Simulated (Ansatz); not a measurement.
# Na3In (Fm-3m): cell relaxations under several functionals

A script is to give cell relaxations under several functionals; the system is Na3In (Fm-3m).

All numbers are computed with the Python package of Ansatz 0.2.0. The levels of theory stand in the script.

## 1. The system

It takes space group Fm-3m (No. 225, cubic). Conventional cell: a = 7.781 Å, b = 7.781 Å, c = 7.781 Å, α = 90.00°, β = 90.00°, γ = 90.00°. Na (site symmetry -43m) has 4 Na at 3.37 Å and 4 In at 3.37 Å as nearest neighbours. Around Na (site symmetry m-3m) lie 8 Na at 3.37 Å. In (site symmetry m-3m) has 8 Na at 3.37 Å as nearest neighbours.

No structure file is read: the coordinates are typed or built in the script.

## 2. Script

File lattice_na3in.py:

```python
"""Relaxed cell of Na3In under several functionals."""

import warnings

import ansatz as az
import numpy as np

def edges_and_angles(cell):
    cell = np.asarray(cell)
    a, b, c = np.linalg.norm(cell, axis=1)
    cosines = cell[1] @ cell[2] / (b * c), cell[0] @ cell[2] / (a * c), cell[0] @ cell[1] / (a * b)
    return (a, b, c, *np.degrees(np.arccos(cosines)))

warnings.simplefilter("ignore", az.DeckWarning)

structure = (
    az.Lattice.fcc(7.780918)
    .space_group(225)
    .atom("Na", (0.25, 0.75, 0.75))
    .atom("Na", (0.5, 0.0, 0.0))
    .atom("In", (0.0, 0.0, 0.0))
    .primitive()
)

setup = (
    structure.calculation()
    .occupations("Fermi-Dirac", width=0.1)
    .kpoints(6)
    .relax(cell=True, force_tolerance=0.02)
)

levels = [("pbesol", "d3bj"), ("lda", "none"), ("pbesol", "none")]
print("level            a       b       c    alpha   beta  gamma  V/atom  steps")
for name, dispersion in levels:
    seen = []
    run = setup.functional(name, dispersion=dispersion).session().plan()
    outcome = run.execute(on_event=lambda e: seen.append(e) if e["event"] == "relax_step" else None)
    cell = outcome.lattice.cell_ang
    label = name if dispersion == "none" else f"{name}+{dispersion}"
    print("{:13s} {:7.4f} {:7.4f} {:7.4f} {:6.2f} {:6.2f} {:6.2f}".format(label, *edges_and_angles(cell)), f"{abs(np.linalg.det(cell)) / len(outcome.lattice.sites):7.3f} {len(seen):5d}")
```

## 3. Running it

On the command line:

```
$ python lattice_na3in.py
```

What it wrote:

```text
level            a       b       c    alpha   beta  gamma  V/atom  steps
pbesol+d3bj    5.3185  5.3185  5.3185  60.00  60.00  60.00  26.595     5
lda            5.3384  5.3384  5.3384  60.00  60.00  60.00  26.894     5
pbesol         5.4744  5.4744  5.4744  60.00  60.00  60.00  29.002     4
```

Run time: 31 s. Hardware: 1 thread of Arm Neoverse V2, shared host; peak memory 0.41 GiB.

## 4. The runs side by side

From the records of these 3 runs:

| run | functional | dispersion | energy (eV/atom) | final volume (Å³/atom) | pressure (GPa) | SCF cycles in all | CPU time (s) |
| --- | --- | --- | --- | --- | --- | --- | --- |
| 1 | pbesol | d3bj | -2488.5336 | 26.59 | -0.02 | 29 | 11 |
| 2 | lda | none | -2464.3172 | 26.89 | -0.02 | 28 | 10 |
| 3 | pbesol | none | -2488.3020 | 29.00 | 0.00 | 21 | 8.6 |

Energies are free energies F = E - TS of the smeared occupations. Totals under unlike functionals or potentials can't be compared directly.

## 5. Path of the relaxation of run 1

The steps of the relaxation:

```csv
step,E - E(step 1) (eV/cell),largest force component (eV/Å),pressure (GPa),volume (Å³)
1,0.0000,0.0000,-1.45,117.77
2,-0.0340,0.0000,-1.00,113.40
3,-0.0571,0.0000,0.24,104.85
4,-0.0580,0.0000,-0.03,106.38
5,-0.0573,0.0000,-0.02,106.38
```

Step 1 is the start. Step 5 repeats the geometry before it on a plane-wave basis chosen anew for that cell, so its energy need not be comparable with the rows above.

Lengths and angles in the start's conventional setting:

|  | before | after | change |
| --- | --- | --- | --- |
| a (Å) | 7.781 | 7.521 | -3.3 % |
| b (Å) | 7.781 | 7.521 | -3.3 % |
| c (Å) | 7.781 | 7.521 | -3.3 % |
| volume (Å³/atom) | 29.44 | 26.59 | -9.7 % |
| shortest distance (Å) | 3.369 | 3.257 | -3.3 % |
| space group (0.01 Å) | Fm-3m | Fm-3m | same |

The run keeps the 48 symmetry operations of the start, so it could not have lowered the symmetry.

## 6. How the relaxation of run 3 went

Step by step:

```csv
step,energy from step 1 (eV/cell),largest force component (eV/Å),pressure (GPa),volume (Å³)
1,0.0000,0.0000,-0.21,117.77
2,-0.0007,0.0000,-0.13,117.14
3,-0.0012,0.0000,0.00,116.01
4,-0.0011,0.0000,0.00,116.01
```

Step 1 is the start. Step 4 repeats the geometry before it on a plane-wave basis chosen anew for that cell, so its energy need not be comparable with the rows above.

Lengths and angles in the start's conventional setting:

|  | before | after | change |
| --- | --- | --- | --- |
| a (Å) | 7.781 | 7.742 | -0.5 % |
| b (Å) | 7.781 | 7.742 | -0.5 % |
| c (Å) | 7.781 | 7.742 | -0.5 % |
| volume (Å³/atom) | 29.44 | 29.00 | -1.5 % |
| shortest distance (Å) | 3.369 | 3.352 | -0.5 % |
| space group (0.01 Å) | Fm-3m | Fm-3m | same |

Forces and stress were held to the start's 48 operations: a distortion of lower symmetry was not tested.

## 7. What came out

```
      quantity                                          value
 runs compared                                              3
relaxed volume  26.59 (pbesol d3bj) to 29.00 Å³/atom (pbesol)
```

From smallest to largest: PBEsol+D3BJ (26.59 Å³ an atom, -9.7 % against the start), LDA (26.89 Å³ an atom, -8.7 % against the start) and PBEsol (29.00 Å³ an atom, -1.5 % against the start). The spread is 9.1 % in volume. In run 1, over 3 moves the cell shrank by 9.7 % in volume, and the space group stayed Fm-3m. In run 3, the volume shrank by 1.5 % over 2 moves, and the space group stayed Fm-3m. Reading the output:
- Forces vanish by symmetry, so the ions can't move, and the end may be a saddle.
- The mesh is modest for a metal, so energies can be off by several to tens of meV an atom and pressures by half a GPa or more; differences at equal mesh fare better.
- Edges and angles that the script prints are those of the cell as typed, here a primitive one.
- This cell is a computed structure, which may not be the phase found in nature.
